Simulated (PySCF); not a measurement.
**SnS⁻ at other levels of theory**

Aim: see what other levels and later steps give for SnS⁻.

Program: PySCF 2.14.0. Level of theory: each script names its method and basis. These are calculated values, not measurements.

3 further runs of the same task are left out: 3 that didn't finish.

## 1. The system as given

SnS⁻: 2 atoms, charge -1, spin multiplicity 2.

Bond lengths: Sn1–S2 2.800 Å.

## 2. The base run

Contents of input.py:

```python
from pyscf import gto, scf
from pyscf.geomopt.geometric_solver import optimize

mol = gto.M(
    atom='Sn 0 0 0; S 0 0 2.8',
    basis='def2-svpd',
    ecp={'Sn': 'def2-svpd'},
    charge=-1,
    spin=1,
    verbose=3,
)
mf = scf.UHF(mol)
mf = mf.newton()
mf.kernel()
mol_eq = optimize(mf, maxsteps=30)
print('optimised geometry (angstrom)')
print(mol_eq.tostring('raw'))
print('orbital energies (hartree):', [e[max(0, n-3):n+3].round(4) for e, n in zip(mf.mo_energy, mol.nelec)])
```

The run is started by

```console
> python input.py
```

## 3. MP2

Edit 1 changes step after the SCF: optimize → mp2.

Contents of input.py:

```python
from pyscf import gto, scf, mp

mol = gto.M(
    atom='Sn 0 0 0; S 0 0 2.8',
    basis='def2-svpd',
    ecp={'Sn': 'def2-svpd'},
    charge=-1,
    spin=1,
    verbose=3,
)
mf = scf.UHF(mol)
mf = mf.newton()
mf.kernel()
mp.MP2(mf).kernel()
mf.dip_moment()
print('orbital energies (hartree):', [e[max(0, n-3):n+3].round(4) for e, n in zip(mf.mo_energy, mol.nelec)])
```

## 4. SCF alone

Edit 2 changes step after the SCF: optimize → none.

Contents of input.py:

```python
from pyscf import gto, scf

mol = gto.M(
    atom='Sn 0 0 0; S 0 0 2.8',
    basis='def2-svpd',
    ecp={'Sn': 'def2-svpd'},
    charge=-1,
    spin=1,
    verbose=3,
)
mf = scf.UHF(mol)
mf = mf.newton()
mf.kernel()
mf.dip_moment()
print('orbital energies (hartree):', [e[max(0, n-3):n+3].round(4) for e, n in zip(mf.mo_energy, mol.nelec)])
```

Before running it: what results should come out? Wanted: for each run, E(SCF); from base; after the SCF.

**Answer**, as computed:

| run | E(SCF) (hartree) | from base (eV) | after the SCF |
| --- | --- | --- | --- |
| base | -610.804491 | 0 | bond 2.333 Å, -0.469 eV |
| MP2 | -610.804491 | 0.0000 | MP2 correlation -6.069 eV |
| SCF alone | -610.804491 | 0.0000 | n/a |

SCF columns refer to the geometry typed in the script.

In words: Total energies from different bases, Hamiltonians or methods carry different errors, so properties are taken as differences within one set-up.
